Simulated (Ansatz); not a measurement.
# EuInPt4: the cost of one run

All numbers below are computed with Ansatz 0.2.0 (DFT PBEsol, scalar-relativistic, plane waves, PAW).

### Step 1. The system as given

The cell holds 24 atoms (Eu4HoIn4Pt15): a = 7.579 Å, b = 7.579 Å, c = 7.579 Å, α = 90.00°, β = 90.00°, γ = 90.00°.

As a file:

```
Eu In Ho Pt
1.0
     7.57932    0.00000    0.00000
     0.00000   -7.57932    0.00000
     0.00000    0.00000   -7.57932
Eu In Ho Pt
4 4 1 15
Cartesian
  3.7897 0.0000 0.0000
  0.0000 -3.7897 0.0000
  0.0000 0.0000 -3.7897
  3.7897 -3.7897 -3.7897
  5.6845 -5.6845 -5.6845
  1.8948 -1.8948 -5.6845
  1.8948 -5.6845 -1.8948
  5.6845 -1.8948 -1.8948
  2.8460 -2.8460 -0.9436
  6.6357 -6.6357 -0.9436
  6.6357 -2.8460 -4.7333
  2.8460 -6.6357 -4.7333
  0.9436 -0.9436 -0.9436
  4.7333 -4.7333 -0.9436
  4.7333 -0.9436 -4.7333
  0.9436 -4.7333 -4.7333
  2.8460 -0.9436 -2.8460
  6.6357 -4.7333 -2.8460
  6.6357 -0.9436 -6.6357
  2.8460 -4.7333 -6.6357
  0.9436 -2.8460 -2.8460
  4.7333 -6.6357 -2.8460
  4.7333 -2.8460 -6.6357
  0.9436 -6.6357 -6.6357
```

The host was relaxed before at PBEsol: a = 7.676 Å, b = 7.676 Å, c = 7.676 Å, α = 90.00°, β = 90.00°, γ = 90.00° (conventional cell), 18.845 Å³/atom.

Places, in fractions of the supercell: Ho in place of Pt at (0.375, 0.375, 0.125). The start keeps the symmetry of the ideal site.

### Step 2. The perfect crystal in the supercell of 24 atoms

File input.yaml:

```yaml
crystal:
  lattice:
    - [7.5793182795, 0.0, 0.0]
    - [0.0, -7.5793182795, 0.0]
    - [0.0, 0.0, -7.5793182795]
  atoms:
    - { symbol: Eu, position: [0.5, 0.0, 0.0], spin: 7.22 }
    - { symbol: Eu, position: [0.0, 0.5, 0.0], spin: 7.22 }
    - { symbol: Eu, position: [0.0, 0.0, 0.5], spin: 7.22 }
    - { symbol: Eu, position: [0.5, 0.5, 0.5], spin: 7.22 }
    - { symbol: In, position: [0.75, 0.75, 0.75] }
    - { symbol: In, position: [0.25, 0.25, 0.75] }
    - { symbol: In, position: [0.25, 0.75, 0.25] }
    - { symbol: In, position: [0.75, 0.25, 0.25] }
    - { symbol: Pt, position: [0.3754978393, 0.3754978393, 0.1245021607] }
    - { symbol: Pt, position: [0.8754978393, 0.8754978393, 0.1245021607] }
    - { symbol: Pt, position: [0.8754978393, 0.3754978393, 0.6245021607] }
    - { symbol: Pt, position: [0.3754978393, 0.8754978393, 0.6245021607] }
    - { symbol: Pt, position: [0.1245021607, 0.1245021607, 0.1245021607] }
    - { symbol: Pt, position: [0.6245021607, 0.6245021607, 0.1245021607] }
    - { symbol: Pt, position: [0.6245021607, 0.1245021607, 0.6245021607] }
    - { symbol: Pt, position: [0.1245021607, 0.6245021607, 0.6245021607] }
    - { symbol: Pt, position: [0.3754978393, 0.1245021607, 0.3754978393] }
    - { symbol: Pt, position: [0.8754978393, 0.6245021607, 0.3754978393] }
    - { symbol: Pt, position: [0.8754978393, 0.1245021607, 0.8754978393] }
    - { symbol: Pt, position: [0.3754978393, 0.6245021607, 0.8754978393] }
    - { symbol: Pt, position: [0.1245021607, 0.3754978393, 0.3754978393] }
    - { symbol: Pt, position: [0.6245021607, 0.8754978393, 0.3754978393] }
    - { symbol: Pt, position: [0.6245021607, 0.3754978393, 0.8754978393] }
    - { symbol: Pt, position: [0.1245021607, 0.8754978393, 0.8754978393] }
basis:
  ecutwfc: 420
  xc_grid: 2
kpoints:
  mp_grid: { grid: [3, 3, 3], shift: [0.0, 0.0, 0.0] }
hamiltonian:
  xc: pbesol
scf:
  occupations: { method: gaussian, width: 0.05 }
  lower_state_search: "off"
output:
  forces: true
  stress: true
  eigenvalues: true
  populations: true
  hubbard: { sites: [{ species: Eu, l: f }] }
magnetization:
  spin_polarized: true
```

Started as:

```sh
ansatz run input.yaml --threads 8 --pin off --max-ram 14336MiB --backend cpu --events-out ev --progress --plain --runs-dir out
```

**Question.** How long does this run take on 8 threads of Arm Neoverse V1, shared host, and how much memory does it need?

About 59 s, with a peak of 4 GiB.
